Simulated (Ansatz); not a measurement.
# C2H8AlN, SMILES C[N](C)[AlH2]: a geometry optimisation

Computed with the Ansatz DFT code, driven from Python.

Run as a notebook:

**Cell 1**
```python
import ansatz as az
from ase import Atoms
import numpy as np
import pandas as pd

BASIS = "def2-SVP"
FUNCTIONAL = "b3lyp"
DISPERSION = "d3bj"

atoms = Atoms(["C", "N", "C", "Al", "H", "H", "H", "H", "H", "H", "H", "H"], positions=[
    (-0.2674, 1.2657, -0.3772),
    (-0.4506, 0.0528, 0.3587),
    (0.7267, -0.1803, 1.1464),
    (-0.6618, -1.4086, -0.8632),
    (-1.2405, 1.499, -0.9883),
    (-0.185, 2.178, 0.3118),
    (0.5792, 1.282, -1.0813),
    (0.6853, -1.099, 1.745),
    (0.91, 0.6649, 1.9271),
    (1.6668, -0.2623, 0.5407),
    (-0.7853, -1.1563, -2.4131),
    (-0.9005, -2.8912, -0.2726),
])
molecule = az.Crystal.molecule_from_ase(atoms)
```

**Cell 2**
```python
model = (
    molecule.calculation()
    .basis(gaussian=BASIS)
    .functional(FUNCTIONAL, dispersion=DISPERSION)
)
symbols = [site.symbol for site in molecule.cartesian_sites]
start = np.array([site.position_ang for site in molecule.cartesian_sites], dtype=float)
report = model.relax(force_tolerance=0.005).run(threads=1).report
end = np.array(report["positions_ang"])
```

**Cell 3**
```python
for key in ("converged", "free_energy_ev", "reference_energy_ev", "n_frozen", "n_occupied", "n_virtual"):
    print(f"{key:22s} {report[key]}")
```
Output:
```text
converged              True
free_energy_ev         -10287.958206876161
reference_energy_ev    -10287.574494811612
n_frozen               0
n_occupied             [20, 20]
n_virtual              [80, 80]
```

**Cell 4**
```python
print("bond        before    after (A)")
for i, j in [(0, 1), (0, 4), (0, 5), (0, 6), (1, 2), (1, 3), (2, 7), (2, 8), (2, 9), (3, 10), (3, 11)]:
    d0, d1 = (np.linalg.norm(xyz[i] - xyz[j]) for xyz in (start, end))
    print(f"{symbols[i]}{i}-{symbols[j]}{j}".ljust(10), f"{d0:8.4f} {d1:8.4f}")
for i, j, k in [(1, 0, 4), (1, 0, 5), (1, 0, 6), (4, 0, 5), (4, 0, 6), (5, 0, 6), (0, 1, 2), (0, 1, 3)]:
    u, v = end[i] - end[j], end[k] - end[j]
    print(f"angle {symbols[i]}{i}-{symbols[j]}{j}-{symbols[k]}{k}: {np.degrees(np.arccos(np.clip(u @ v / np.linalg.norm(u) / np.linalg.norm(v), -1, 1))):.2f} deg")
```
Output:
```text
bond        before    after (A)
C0-N1        1.4305   1.4508
C0-H4        1.1725   1.1011
C0-H5        1.1462   1.1088
C0-H6        1.1013   1.1087
N1-C2        1.4356   1.4509
N1-Al3       1.9166   1.7882
C2-H7        1.0973   1.1012
C2-H8        1.1651   1.1088
C2-H9        1.1213   1.1087
Al3-H10      1.5752   1.5826
Al3-H11      1.6137   1.5826
angle N1-C0-H4: 110.95 deg
angle N1-C0-H5: 111.74 deg
angle N1-C0-H6: 111.74 deg
angle H4-C0-H5: 107.70 deg
angle H4-C0-H6: 107.70 deg
angle H5-C0-H6: 106.77 deg
angle C0-N1-C2: 112.60 deg
angle C0-N1-Al3: 123.75 deg
```

**Cell 5**
```python
charges = report["charge_distribution"]
table = pd.DataFrame({"atom": symbols, "mulliken": charges["mulliken_charges_e"], "lowdin": charges["lowdin_charges_e"]})
print(table.round(3).to_string())
print("dipole (e A):", np.round(charges["dipole_moment_e_ang"], 4) + 0.0)
```
Output:
```text
   atom  mulliken  lowdin
0     C     0.145   0.071
1     N    -0.531  -0.023
2     C     0.144   0.071
3    Al     0.536   0.201
4     H     0.023   0.002
5     H     0.002  -0.019
6     H     0.002  -0.019
7     H     0.023   0.002
8     H     0.002  -0.019
9     H     0.002  -0.019
10    H    -0.174  -0.125
11    H    -0.174  -0.125
dipole (e A): [0.1112 0.1837 0.1042]
```

Notes:
- These settings explore the input space; basis and method may be short of convergence.
- The end point is the stationary point reached from this start; no frequency run checks that it is a minimum, and the basis set is modest.
- The Löwdin charges here are taken after orthogonalising the functions within each atom; they differ from plain Löwdin charges, and their signs can be unphysical.
- Total less reference energy is the dispersion correction.
- b3lyp holds the VWN-RPA fit, as in Gaussian; the form of ORCA and Turbomole is b3lyp5.
- Run time: 42 s on 1 thread of Arm Neoverse V2, on a shared host, peak memory 0.32 GiB.

(Lines on the test bed's own set-up are left out of the output.)
